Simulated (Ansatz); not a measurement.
**BBrF2H2 (built from SMILES Br.FBF): search for a transition state**

Wanted: the transition state of a four-centre ligand exchange (form B1–Br6, H2–H5 and break B1–H2, H5–Br6). The guess is relaxed with those distances held, a saddle search follows, and vibrations and two downhill relaxations check it.

Method: PBE0-D4, def2-SVP first, then def2-TZVP; program: Ansatz 0.2.0, Gaussian basis.

153 further runs of the same task are left out: 1 that didn't finish, 152 set aside as unsound or not needed.

## Step 1: Where the work starts

The guess: 6 atoms, charge 0, spin multiplicity 1.

Atoms are counted from 1 here; the program's logs count them from 0.

Bond lengths: B1–H2 1.345 Å, B1–F3 1.324 Å, B1–F4 1.324 Å, B1–H5 1.437 Å, B1–Br6 2.221 Å. Angles: H2–B1–F3 107.9°, H2–B1–F4 107.9°, H2–B1–H5 47.7°, H2–B1–Br6 106.1°, F3–B1–F4 119.7°, F3–B1–H5 120.0°, F3–B1–Br6 107.2°, F4–B1–H5 120.0°, F4–B1–Br6 107.2°, H5–B1–Br6 58.4°.

As a file:

```csv
atom,x (Å),y (Å),z (Å)
B1,-0.2167,-0.3177,0.0391
H2,-0.8925,0.6948,-0.5320
F3,-0.1006,-1.2860,-0.8564
F4,-0.7768,-0.5713,1.2117
H5,0.1598,1.0259,-0.3024
Br6,1.8267,0.4543,0.4401
```

Distances that are to change: B1–Br6 2.22 Å, H2–H5 1.13 Å, B1–H2 1.34 Å, H5–Br6 1.91 Å.

## Step 2: Relaxing the guess with the reacting distances held

Input file hold/in.yaml:

```yaml
crystal:
  periodic: [false, false, false]
  atoms:
    - {symbol: B, position_ang: [-0.216700, -0.317700, 0.039100]}
    - {symbol: H, position_ang: [-0.892500, 0.694800, -0.532000]}
    - {symbol: F, position_ang: [-0.100600, -1.286000, -0.856400]}
    - {symbol: F, position_ang: [-0.776800, -0.571300, 1.211700]}
    - {symbol: H, position_ang: [0.159800, 1.025900, -0.302400]}
    - {symbol: Br, position_ang: [1.826700, 0.454300, 0.440100]}
basis:
  gaussian: {orbitals: def2-SVP}
hamiltonian: {xc: pbe0, dispersion: d4}
relax: {f_tol: 0.04, max_steps: 150, escape_saddle: false, constraints: [{distance: [0, 5]}, {distance: [1, 4]}, {distance: [0, 1]}, {distance: [4, 5]}]}
```

Run with:

```
> ansatz run in.yaml --threads 4 --pin off --events-out ev --progress --plain --max-ram 9574MiB
```

The log of the run, cut to the lines that bear on the results:

```text
Functional definition: PBE0
  name "PBE0"
  cite "Adamo & Barone, J. Chem. Phys. 110, 6158 (1999) doi:10.1063/1.478522"
  cite "Perdew, Burke & Ernzerhof, Phys. Rev. Lett. 77, 3865 (1996) doi:10.1103/PhysRevLett.77.3865"
  parent pbe
[...]
883 factors; integrals over basis functions are off by at most 3.9e-4 eV
[...]
mean field -76163.37078529 eV, -2798.9522509724 hartree, gradient 3.4e-5 eV, S^2 0.000000; 0 other end points of the search recorded, 0 dependent functions left out
[...]
reference -76163.37080515 eV, -2798.9522517025 hartree; 30, 30 occupied and 54, 54 virtual orbitals, 883 factors
relax step   1: F+E_penalty+E_count = -76163.45326802 eV  Δ(F+E_penalty+E_count) = +0.000e0 eV  max|allowed force component| = 3.236e-1 eV/Å  Δτ_max = 0.0000 Å  (24 SCF iters, accepted)
[...]
relax step   4: F+E_penalty+E_count = -76163.46721068 eV  Δ(F+E_penalty+E_count) = -4.944e-4 eV  max|allowed force component| = 8.567e-2 eV/Å  Δτ_max = 0.0078 Å  (30 SCF iters, accepted)
[...]
relax step   5: F+E_penalty+E_count = -76163.46762781 eV  Δ(F+E_penalty+E_count) = -4.171e-4 eV  max|allowed force component| = 6.031e-3 eV/Å  Δτ_max = 0.0032 Å  (23 SCF iters, accepted)
  distance B 0 - Br 5 held at 2.220871 Å   reaction = +2.6284e-1 eV/Å
  distance H 1 - H 4 held at 1.126800 Å   reaction = +1.7229e0 eV/Å
  distance B 0 - H 1 held at 1.344625 Å   reaction = -6.0669e-1 eV/Å
  distance H 4 - Br 5 held at 1.912221 Å   reaction = +8.8815e-1 eV/Å
883 factors; integrals over basis functions are off by at most 4.0e-4 eV
mean field -76163.38522456 eV, -2798.9527816057 hartree, gradient 1.6e-5 eV, S^2 0.000000; 1 other end points of the search recorded, 0 dependent functions left out
[...]
reference -76163.38524442 eV, -2798.9527823358 hartree; 30, 30 occupied and 54, 54 virtual orbitals, 883 factors
Total energy: -76163.46764768 eV, -2798.9558105995 hartree
Atom 0 at    -0.200679    -0.331913     0.049147 Å, force     0.547733    -0.362413     0.304355 eV/Å
Atom 1 at    -0.882477     0.676365    -0.522293 Å, force     1.293394     0.999455     0.077420 eV/Å
Atom 2 at    -0.116073    -1.284161    -0.874219 Å, force    -0.001818     0.002276     0.005992 eV/Å
Atom 3 at    -0.798606    -0.562463     1.213565 Å, force     0.002082    -0.001902    -0.006031 eV/Å
Atom 4 at     0.163757     1.033030    -0.303517 Å, force    -0.823580    -0.804031     0.008595 eV/Å
Atom 5 at     1.833978     0.469142     0.437417 Å, force    -1.017809     0.166615    -0.390332 eV/Å
Dipole moment:    -0.185958     0.371906    -0.189352 e Å
```

Run time: 5.5 s. Hardware: 4 threads of Arm Neoverse V2, shared host.

Along the way:

```csv
step,energy from step 1 (eV),largest force component (eV/Å)
1,0.0000,0.3236
2,-0.0074,0.1785
3,-0.0134,0.0757
4,-0.0139,0.0857
5,-0.0144,0.0060
```

Close pairs (by a distance rule), those that changed most:

```csv
bond,before (Å),after (Å),change (Å)
B1–H5,1.437,1.456,+0.020
B1–F3,1.324,1.329,+0.005
B1–F4,1.324,1.329,+0.005
B1–H2,1.345,1.345,+0.000
B1–Br6,2.221,2.221,+0.000
```

## Step 3: Force constants to start from

Input file hessian/in.yaml:

```yaml
crystal:
  periodic: [false, false, false]
  atoms:
    - {symbol: B, position_ang: [-0.200679, -0.331913, 0.049147]}
    - {symbol: H, position_ang: [-0.882477, 0.676365, -0.522293]}
    - {symbol: F, position_ang: [-0.116073, -1.284161, -0.874219]}
    - {symbol: F, position_ang: [-0.798606, -0.562463, 1.213565]}
    - {symbol: H, position_ang: [0.163757, 1.033030, -0.303517]}
    - {symbol: Br, position_ang: [1.833978, 0.469142, 0.437417]}
basis:
  gaussian: {orbitals: def2-SVP}
hamiltonian: {xc: pbe0, dispersion: d4}
phonons: {}
scf: {lower_state_search: off}
```

Run with:

```
> ansatz run in.yaml --threads 4 --pin off --events-out ev --progress --plain --max-ram 9574MiB
```

The log of the run, cut to the lines that bear on the results:

```text
[... 5 set-up lines as earlier in the session ...]
[...]
886 factors; integrals over basis functions are off by at most 3.8e-4 eV
[...]
mean field -76163.38522469 eV, -2798.9527816107 hartree, gradient 5.2e-6 eV, S^2 0.000000; 0 other end points of the search recorded, 0 dependent functions left out
[...]
reference -76163.38524456 eV, -2798.9527823408 hartree; 30, 30 occupied and 54, 54 virtual orbitals, 886 factors
[... from here to the last solve, the lines of the solves are left out (35 solves) ...]
886 factors; integrals over basis functions are off by at most 3.8e-4 eV
mean field -76163.38618897 eV, -2798.9528170471 hartree, gradient 2.9e-6 eV, S^2 0.000000; 0 other end points of the search recorded, 0 dependent functions left out
[...]
WARN: phonons: modes at or below zero, which the zero-point energy, F, S and C_V leave out: 1, the lowest at -1113.51 cm⁻¹. A minimum has none, and a first-order saddle one
Total energy: -76163.46764781 eV, -2798.9558106046 hartree
Atom 0 at    -0.200679    -0.331913     0.049147 Å, force     0.547744    -0.362388     0.304361 eV/Å
Atom 1 at    -0.882477     0.676365    -0.522293 Å, force     1.293398     0.999468     0.077419 eV/Å
Atom 2 at    -0.116073    -1.284161    -0.874219 Å, force    -0.001815     0.002251     0.005979 eV/Å
Atom 3 at    -0.798606    -0.562463     1.213565 Å, force     0.002077    -0.001910    -0.006019 eV/Å
Atom 4 at     0.163757     1.033030    -0.303517 Å, force    -0.823587    -0.804033     0.008594 eV/Å
Atom 5 at     1.833978     0.469142     0.437417 Å, force    -1.017817     0.166612    -0.390334 eV/Å
Dipole moment:    -0.185959     0.371905    -0.189352 e Å
Vibrations: -1113.51 236.23 237.66 508.64 625.92 775.13 1066.98 1129.79 1214.23 1428.14 1652.03 2057.13 cm⁻¹, zero-point energy 0.677691 eV
Checks for a lower state left out: stability, starts, cluster_reference, orbital_swaps, neighbouring_geometries, increment
```

Run time: 19 s. Hardware: 4 threads of Arm Neoverse V2, shared host.

The structure is not stationary yet, so these wavenumbers are no spectrum; the search needs only the force constants.

## Step 4: Saddle search in the small basis

The search itself is an outer loop (partitioned rational-function steps, Bofill update of the Hessian). Each step is one single-point run with forces. It stops when the largest force is under 0.04 eV/Å and the followed curvature is negative. The first step's input:

Input file presaddle/in.yaml:

```yaml
crystal:
  periodic: [false, false, false]
  atoms:
    - {symbol: B, position_ang: [-0.200679, -0.331913, 0.049147]}
    - {symbol: H, position_ang: [-0.882477, 0.676365, -0.522293]}
    - {symbol: F, position_ang: [-0.116073, -1.284161, -0.874219]}
    - {symbol: F, position_ang: [-0.798606, -0.562463, 1.213565]}
    - {symbol: H, position_ang: [0.163757, 1.033030, -0.303517]}
    - {symbol: Br, position_ang: [1.833978, 0.469142, 0.437417]}
basis:
  gaussian: {orbitals: def2-SVP}
hamiltonian: {xc: pbe0, dispersion: d4}
output: {forces: true}
scf: {lower_state_search: off}
```

Run with:

```
> ansatz run in.yaml --threads 4 --pin off --events-out ev --progress --plain --max-ram 9574MiB
```

The driver's record:

```csv
step,energy (eV),largest force (eV/Å),followed curvature (eV/Å²)
1,-76163.46762,1.2934,-10.56
2,-76163.62173,0.2928,-10.64
3,-76163.62379,0.0460,-11.09
4,-76163.62402,0.0059,-11.01
```

The 4 steps took 2.7 s in all (4 threads of Arm Neoverse V2, shared host).

## Step 5: Saddle search in triple zeta

The search itself is an outer loop (partitioned rational-function steps, Bofill update of the Hessian). Each step is one single-point run with forces. It stops when the largest force is under 0.01 eV/Å and the followed curvature is negative. The first step's input:

Input file saddle/in.yaml:

```yaml
crystal:
  periodic: [false, false, false]
  atoms:
    - {symbol: B, position_ang: [-0.275745, -0.367129, 0.036781]}
    - {symbol: H, position_ang: [-0.767960, 0.734963, -0.505100]}
    - {symbol: F, position_ang: [-0.137615, -1.322399, -0.866709]}
    - {symbol: F, position_ang: [-0.819443, -0.601458, 1.218898]}
    - {symbol: H, position_ang: [0.237845, 0.973340, -0.258678]}
    - {symbol: Br, position_ang: [1.762818, 0.582683, 0.374908]}
basis:
  gaussian: {orbitals: def2-TZVP}
hamiltonian: {xc: pbe0, dispersion: d4}
output: {forces: true}
scf: {lower_state_search: off}
```

Run with:

```
> ansatz run in.yaml --threads 4 --pin off --events-out ev --progress --plain --max-ram 9574MiB
```

The driver's record:

```csv
step,energy (eV),largest force (eV/Å),followed curvature (eV/Å²)
1,-76179.50127,0.1461,-11.01
2,-76179.50345,0.0233,-10.86
3,-76179.50344,0.0036,-10.09
```

The 3 steps took 3.6 s in all (4 threads of Arm Neoverse V2, shared host).

Geometry at the end of the search:

```xyz
6
charge 0, multiplicity 1
B    -0.2791   -0.3705    0.0368
H    -0.7579    0.7335   -0.5013
F    -0.1412   -1.3208   -0.8697
F    -0.8237   -0.5991    1.2180
H     0.2287    0.9659   -0.2591
Br    1.7729    0.5910    0.3753
```

Followed mode, largest move set to 1: H5 (-0.95, 0.03, -0.32); B1 (0.80, -0.02, 0.27); Br6 (0.01, -0.45, 0.16); H2 (0.17, 0.23, -0.03).

## Step 6: Checking the order of the point

Input file vib/in.yaml:

```yaml
crystal:
  periodic: [false, false, false]
  atoms:
    - {symbol: B, position_ang: [-0.279057, -0.370451, 0.036847]}
    - {symbol: H, position_ang: [-0.757886, 0.733496, -0.501299]}
    - {symbol: F, position_ang: [-0.141151, -1.320781, -0.869684]}
    - {symbol: F, position_ang: [-0.823650, -0.599130, 1.217978]}
    - {symbol: H, position_ang: [0.228702, 0.965852, -0.259079]}
    - {symbol: Br, position_ang: [1.772943, 0.591014, 0.375338]}
basis:
  gaussian: {orbitals: def2-TZVP}
hamiltonian: {xc: pbe0, dispersion: d4}
phonons: {temperatures: {t_min: 298.15, t_max: 900, t_step: 200}}
```

Run with:

```
> ansatz run in.yaml --threads 4 --pin off --events-out ev --progress --plain --max-ram 9574MiB
```

The log of the run, cut to the lines that bear on the results:

```text
[... 5 set-up lines as earlier in the session ...]
[...]
982 factors; their error is unknown
[...]
mean field -76179.42099757 eV, -2799.5420853945 hartree, gradient 5.0e-5 eV, S^2 0.000000; 0 other end points of the search recorded, 0 dependent functions left out
[...]
reference -76179.42102349 eV, -2799.5420863471 hartree; 30, 30 occupied and 123, 123 virtual orbitals, 982 factors
[... from here to the last solve, the lines of the solves are left out (21 solves) ...]
982 factors; their error is unknown
mean field -76179.42096502 eV, -2799.5420841984 hartree, gradient 1.3e-6 eV, S^2 0.000000; 0 other end points of the search recorded, 0 dependent functions left out
[...]
reference -76179.42099094 eV, -2799.5420851510 hartree; 30, 30 occupied and 123, 123 virtual orbitals, 982 factors
WARN: phonons: modes at or below zero, which the zero-point energy, F, S and C_V leave out: 1, the lowest at -893.94 cm⁻¹. A minimum has none, and a first-order saddle one
Total energy: -76179.50343701 eV, -2799.5451149881 hartree
Atom 0 at    -0.279057    -0.370451     0.036847 Å, force     0.002110     0.003151    -0.000399 eV/Å
Atom 1 at    -0.757886     0.733496    -0.501299 Å, force    -0.000363     0.000971    -0.000454 eV/Å
Atom 2 at    -0.141151    -1.320781    -0.869684 Å, force    -0.000089    -0.001882    -0.002361 eV/Å
Atom 3 at    -0.823650    -0.599130     1.217978 Å, force    -0.001679    -0.000201     0.002504 eV/Å
Atom 4 at     0.228702     0.965852    -0.259079 Å, force     0.001765    -0.003592     0.001819 eV/Å
Atom 5 at     1.772943     0.591014     0.375338 Å, force    -0.001744     0.001553    -0.001107 eV/Å
Dipole moment:    -0.163300     0.289597    -0.153492 e Å
Vibrations: -893.94 212.11 228.53 500.26 724.69 773.29 1058.18 1077.96 1373.37 1440.67 1590.92 2119.83 cm⁻¹, zero-point energy 0.688101 eV
```

It took 26 s on 4 threads of Arm Neoverse V2, shared host.

Wavenumbers and character of the modes:

```csv
mode,wavenumber (cm⁻¹),character
1,894i,"changes H2–H5, B1–H2, H5–Br6"
2,212,bend
3,229,B–Br stretch with bend
4,500,bend
5,725,torsion
6,773,bend with Br–H stretch
7,1058,torsion with bend
8,1078,B–F stretch
9,1373,bend
10,1441,B–F stretch
11,1591,bend
12,2120,B–H stretch
```

Vibrational sums (real modes only):

```csv
T (K),entropy (J/mol/K),heat capacity (J/mol/K)
298,22.0,30.3
498,42.4,49.8
698,61.5,63.2
898,78.6,71.7
```

## Step 7: Relaxing after a step of 0.30 Å one way along the mode

Input file downa/in.yaml:

```yaml
crystal:
  periodic: [false, false, false]
  atoms:
    - {symbol: B, position_ang: [-0.039508, -0.374965, 0.116722]}
    - {symbol: H, position_ang: [-0.707616, 0.802764, -0.508810]}
    - {symbol: F, position_ang: [-0.146928, -1.290237, -0.878469]}
    - {symbol: F, position_ang: [-0.827479, -0.570650, 1.203220]}
    - {symbol: H, position_ang: [-0.055243, 0.975908, -0.355382]}
    - {symbol: Br, position_ang: [1.776674, 0.457180, 0.422818]}
basis:
  gaussian: {orbitals: def2-TZVP}
hamiltonian: {xc: pbe0, dispersion: d4}
relax: {f_tol: 0.005, max_steps: 200}
```

Run with:

```
> ansatz run in.yaml --threads 4 --pin off --events-out ev --progress --plain --max-ram 9574MiB
```

The log of the run, cut to the lines that bear on the results:

```text
[... 5 set-up lines as earlier in the session ...]
[...]
982 factors; their error is unknown
[...]
mean field -76179.68519767 eV, -2799.5517945690 hartree, gradient 3.2e-5 eV, S^2 0.000000; 0 other end points of the search recorded, 0 dependent functions left out
[...]
reference -76179.68522255 eV, -2799.5517954835 hartree; 30, 30 occupied and 123, 123 virtual orbitals, 982 factors
relax step   1: F+E_penalty+E_count = -76179.76826509 eV  Δ(F+E_penalty+E_count) = +0.000e0 eV  max|allowed force component| = 4.169e0 eV/Å  Δτ_max = 0.0000 Å  (27 SCF iters, accepted)
[...]
982 factors; their error is unknown
[...]
mean field -76180.86160401 eV, -2799.5950267049 hartree, gradient 1.4e-5 eV, S^2 0.000000; 1 other end points of the search recorded, 0 dependent functions left out
[...]
reference -76180.86163160 eV, -2799.5950277187 hartree; 30, 30 occupied and 123, 123 virtual orbitals, 982 factors
Total energy: -76180.94123331 eV, -2799.5979530274 hartree
Atom 0 at     0.340725    -0.839933     0.401756 Å, force    -0.002353    -0.001400    -0.000286 eV/Å
Atom 1 at    -1.269199     1.386432    -0.894156 Å, force     0.004697     0.002565     0.000649 eV/Å
Atom 2 at     0.083786    -1.475718    -0.713235 Å, force     0.000231     0.001546     0.002915 eV/Å
Atom 3 at    -0.583066    -0.770615     1.326552 Å, force     0.002030    -0.000356    -0.002587 eV/Å
Atom 4 at    -0.618133     1.741496    -0.804054 Å, force    -0.004586    -0.002556    -0.000616 eV/Å
Atom 5 at     2.045787    -0.041662     0.683236 Å, force    -0.000018     0.000201    -0.000076 eV/Å
Dipole moment:     0.035613     0.038243    -0.001577 e Å
```

It took 37 s on 4 threads of Arm Neoverse V2, shared host.

Relaxation path: (the energy doesn't fall at every step)

```csv
step,energy from step 1 (eV),largest force component (eV/Å)
1,0.0000,4.1689
2,-0.4361,1.4531
3,-0.6314,1.0167
4,-0.9338,0.6619
5,-1.0877,0.7006
6,-1.1478,0.3005
7,-1.0108,1.9938
8,-1.1495,0.6097
9,-1.1682,0.1406
10,-1.1689,0.2268
11,-1.1711,0.0808
12,-1.1717,0.0313
13,-1.1720,0.0444
14,-1.1721,0.0481
15,-1.1716,0.1543
16,-1.1723,0.0406
17,-1.1728,0.0371
18,-1.1729,0.0181
19,-1.1729,0.0112
20,-1.1729,0.0171
21,-1.1729,0.0102
22,-1.1729,0.0072
23,-1.1729,0.0047
```

Distances of close pairs at the start and the end, largest changes first:

```csv
bond,before (Å),after (Å),change (Å)
B1–H5,1.431,3.006,+1.575
B1–Br6,2.021,1.904,-0.117
H2–H5,0.692,0.747,+0.055
B1–F4,1.356,1.309,-0.047
B1–F3,1.356,1.309,-0.047
```

## Step 8: Relaxing after a step of 0.30 Å the other way along the mode

Input file downb/in.yaml:

```yaml
crystal:
  periodic: [false, false, false]
  atoms:
    - {symbol: B, position_ang: [-0.518607, -0.365938, -0.043028]}
    - {symbol: H, position_ang: [-0.808156, 0.664228, -0.493789]}
    - {symbol: F, position_ang: [-0.135373, -1.351326, -0.860899]}
    - {symbol: F, position_ang: [-0.819822, -0.627609, 1.232735]}
    - {symbol: H, position_ang: [0.512646, 0.955796, -0.162777]}
    - {symbol: Br, position_ang: [1.769211, 0.724849, 0.327858]}
basis:
  gaussian: {orbitals: def2-TZVP}
hamiltonian: {xc: pbe0, dispersion: d4}
relax: {f_tol: 0.005, max_steps: 200}
```

Run with:

```
> ansatz run in.yaml --threads 4 --pin off --events-out ev --progress --plain --max-ram 9574MiB
```

The log of the run, cut to the lines that bear on the results:

```text
[... 5 set-up lines as earlier in the session ...]
[...]
982 factors; their error is unknown
[...]
mean field -76179.65848911 eV, -2799.5508130475 hartree, gradient 3.8e-5 eV, S^2 0.000000; 0 other end points of the search recorded, 0 dependent functions left out
[...]
reference -76179.65851536 eV, -2799.5508140122 hartree; 30, 30 occupied and 123, 123 virtual orbitals, 982 factors
relax step   1: F+E_penalty+E_count = -76179.73890249 eV  Δ(F+E_penalty+E_count) = +0.000e0 eV  max|allowed force component| = 3.010e0 eV/Å  Δτ_max = 0.0000 Å  (26 SCF iters, accepted)
[...]
982 factors; their error is unknown
mean field -76180.45453302 eV, -2799.5800671220 hartree, gradient 1.0e-5 eV, S^2 0.000000; 1 other end points of the search recorded, 0 dependent functions left out
[...]
reference -76180.45456189 eV, -2799.5800681826 hartree; 30, 30 occupied and 123, 123 virtual orbitals, 982 factors
Total energy: -76180.52118780 eV, -2799.5825166399 hartree
Atom 0 at    -0.923522    -0.689563    -0.063534 Å, force     0.000403    -0.001135     0.000524 eV/Å
Atom 1 at    -1.315621     0.327883    -0.543424 Å, force    -0.000328     0.000823    -0.000392 eV/Å
Atom 2 at    -0.394004    -1.630673    -0.813102 Å, force    -0.000035     0.000141    -0.000009 eV/Å
Atom 3 at    -1.059380    -0.927131     1.222170 Å, force    -0.000007     0.000112    -0.000093 eV/Å
Atom 4 at     1.651834     2.083613    -0.180207 Å, force     0.000408    -0.000643     0.000356 eV/Å
Atom 5 at     2.040591     0.835871     0.378198 Å, force    -0.000441     0.000702    -0.000387 eV/Å
Dipole moment:    -0.030217     0.368894    -0.137396 e Å
```

Wall time 38 s (4 threads of Arm Neoverse V2, shared host).

Relaxation path: (the energy doesn't fall at every step)

```csv
step,energy from step 1 (eV),largest force component (eV/Å)
1,0.0000,3.0097
2,-0.3842,1.3003
3,-0.5304,0.9208
4,-0.6500,0.7007
5,-0.7067,0.6530
6,-0.7288,0.2605
7,-0.7384,0.3176
8,-0.7503,0.1978
9,-0.7595,0.0690
10,-0.7644,0.0693
11,-0.7370,0.6990
12,-0.7701,0.1602
13,-0.7759,0.0755
14,-0.7777,0.0580
15,-0.7791,0.2554
16,-0.7800,0.3949
17,-0.7776,0.3000
18,-0.7815,0.1044
19,-0.7821,0.0238
20,-0.7822,0.0046
21,-0.7822,0.0065
22,-0.7822,0.0079
23,-0.7823,0.0073
24,-0.7822,0.0114
25,-0.7823,0.0098
26,-0.7823,0.0011
```

Distances of close pairs at the start and the end, largest changes first:

```csv
bond,before (Å),after (Å),change (Å)
H5–Br6,1.369,1.421,+0.053
B1–H2,1.161,1.191,+0.030
B1–F4,1.337,1.315,-0.022
B1–F3,1.337,1.315,-0.022
```

## Step 9: What the saddle joins

```csv
pair,start side (Å),saddle (Å),end side (Å)
B1–Br6,3.363,2.291,1.904
H2–H5,3.467,1.042,0.747
B1–H2,1.191,1.318,3.038
H5–Br6,1.421,1.711,3.534
```

## Step 10: What came out

```
                       quantity                                                     value
                 imaginary mode                                                 894i cm⁻¹
    barrier from the start side                                               98.2 kJ/mol
      barrier from the end side                                              138.7 kJ/mol
             energy of the step                                              -40.5 kJ/mol
              pairs that change  B1–Br6 formed, H2–H5 formed, B1–H2 broken, H5–Br6 broken
zero-point energy at the saddle                                                  0.688 eV
```

In words: The point has a single imaginary mode (894i cm⁻¹), as a transition state must. It joins the planned start and end. At PBE0-D4/def2-TZVP the electronic barrier is 98.2 kJ/mol, about 40 kT at 298 K, and the step runs 40.5 kJ/mol downhill.
